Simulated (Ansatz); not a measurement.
I need a relaxed scan of one distance of CH₄BBr, SMILES BCBr. Use Ansatz 0.2.0 through its Python package. Settings (for the species named): PBE0, def2-SVP basis, multiplicity 1.

Contents of `ch4bbr.xyz`:
```text
7

B    -0.12480   -0.96670   -0.13780
C     0.24040    0.56340    0.20580
Br   -0.96720    1.80480   -0.71280
H    -0.07260   -1.28120   -1.27480
H    -0.49950   -1.67430    0.68860
H     1.28900    0.76110   -0.12130
H     0.19600    0.72480    1.30660
```

`relaxed_scan_ch4bbr.py`
```python
import ansatz as az
import numpy as np


def main() -> None:
    system = az.Crystal.molecule_from_extxyz("ch4bbr.xyz")

    calc = (
        system.calculation()
        .basis(gaussian="def2-SVP")
        .functional("pbe0")
    )
    symbols = [site.symbol for site in system.cartesian_sites]
    pairs = [(0, 1), (0, 3), (0, 4), (1, 2), (1, 5), (1, 6)]
    print("held (A)   E (eV)        ", "  ".join(f"{symbols[i]}{i}-{symbols[j]}{j}" for i, j in pairs))
    for length in [1.02, 1.11, 1.2, 1.34, 1.5]:
        r = calc.relax(constraints=[az.DistanceConstraint((1, 6), at=length)], force_tolerance=0.02, max_steps=60).run().report
        xyz = np.array(r["positions_ang"])
        print(f"{length:6.2f} {r['free_energy_ev']:14.5f}  ", "  ".join(f"{np.linalg.norm(xyz[i] - xyz[j]):.3f}" for i, j in pairs))


if __name__ == "__main__":
    main()
```

```console
$ python relaxed_scan_ch4bbr.py
held (A)   E (eV)         B0-C1  B0-H3  B0-H4  C1-Br2  C1-H5  C1-H6
DeckWarning: relax.constraints: the input's atoms, or those drawn, lie off the distances that are held; a relaxation that starts there is brought onto them ahead of its first SCF, by positions alone, [...]
  1.02   -71803.87287   1.561  1.206  1.207  1.987  1.095  1.020
  1.11   -71803.98322   1.560  1.206  1.206  1.986  1.095  1.110
  1.20   -71803.82970   1.559  1.207  1.206  1.985  1.095  1.200
  1.34   -71803.31504   1.557  1.207  1.206  1.979  1.095  1.340
  1.50   -71802.56527   1.554  1.208  1.205  1.969  1.094  1.500
```
(Warnings from the package without file and line, shortened, repeats left out.)

Reading the output:
- Total energies depend on the basis set; only differences at equal settings carry meaning.
- The energies are electronic: no zero-point or thermal terms, and the basis set is short of its limit.
- It ran for 4.9 min on 1 thread of Arm Neoverse N1, with other jobs on the host, peak memory 0.23 GiB.
